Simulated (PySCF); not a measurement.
# LiZn−: bond curves at several levels of theory

Aim: find the lowest electronic state of LiZn−, scan its bond at several levels of theory, and get bond length, wavenumber and dissociation energy from each curve.

Method: Li def2-SVPD, Zn def2-SVPD, no relativity; program: PySCF 2.14.0.

3 further runs of the same task are left out: 3 set aside as unsound or not needed.

## 1. The job

The job is set up so:

* atoms: Li, Zn
* charge: -1
* basis: Li def2-SVPD, Zn def2-SVPD
* Hamiltonian: no relativity
* basis functions: 46
* electrons treated: 34
* masses in u: 7.0160, 63.9291
* levels: PBE0, PBE, r²SCAN, B3LYP, LDA, PW91, ωB97X, MP2, SCS-MP2, CCSD, CCSD(T)
* grid: 80 radial by 434 angular points
* occupations: held fixed by the projection of orbital angular momentum
* dissociation limit: Li− + Zn, each in its ground configuration
* starting distance in angstrom: 2.575
* values of 2S to try: 0, 2

Command:

```
> OMP_NUM_THREADS=1 python dia.py task.json out
```

After this run come: PBE0 along the bond; PBE; r²SCAN (meta-GGA); B3LYP (global hybrid GGA); LDA; PW91 (GGA); ωB97X; Adding correlation.

Before running it: what results should come out? Wanted: for each run, Re; ωe; De; μ.

As calculated:

Lowest PBE0 solution found, without spin–orbit coupling: ¹Σ⁺ (singlet), closed shell.

| level | Re (Å) | ωe (cm⁻¹) | De (eV) | μ (D) |
| --- | --- | --- | --- | --- |
| RHF-MP2 | 3.747 | 63.3 | 0.113 | n/a |
| LDA | 3.042 | 157.1 | 0.447 | 10.41 |
| PBE | 3.189 | 133.2 | 0.329 | 11.13 |
| PW91 | 3.173 | 135.8 | 0.347 | 11.05 |
| r²SCAN | 3.166 | 140.8 | 0.315 | 10.85 |
| B3LYP | 3.319 | 109.0 | 0.214 | 11.34 |
| PBE0 | 3.347 | 112.2 | 0.256 | 11.61 |
| ωB97X | 3.686 | 80.6 | 0.179 | 13.19 |

De is counted to Li− + Zn in their ground configurations. A positive dipole points from Li to Zn; in an ion it is taken about the centre of mass and does not tell which atom is negative. No constants: RHF-SCS-MP2 (no minimum is bracketed among the points kept); RHF-CCSD (no minimum is bracketed among the points kept); RHF-CCSD(T) (no minimum is bracketed among the points kept).

**Reading.** Bond lengths run from 3.042 Å (LDA) to 3.747 Å (RHF-MP2). Among the levels with a De in the table, it runs from 0.113 eV (RHF-MP2) to 0.447 eV (LDA).

Correlated steps freeze 5 core orbitals. The bond is weak, and basis-set superposition, which was not computed, may be a sizeable part of it. With some functionals the highest level of the anion is positive, from self-interaction error or because the anion is truly unbound there; the finite basis then holds the extra electron, and no neutral molecule was run to test the binding.
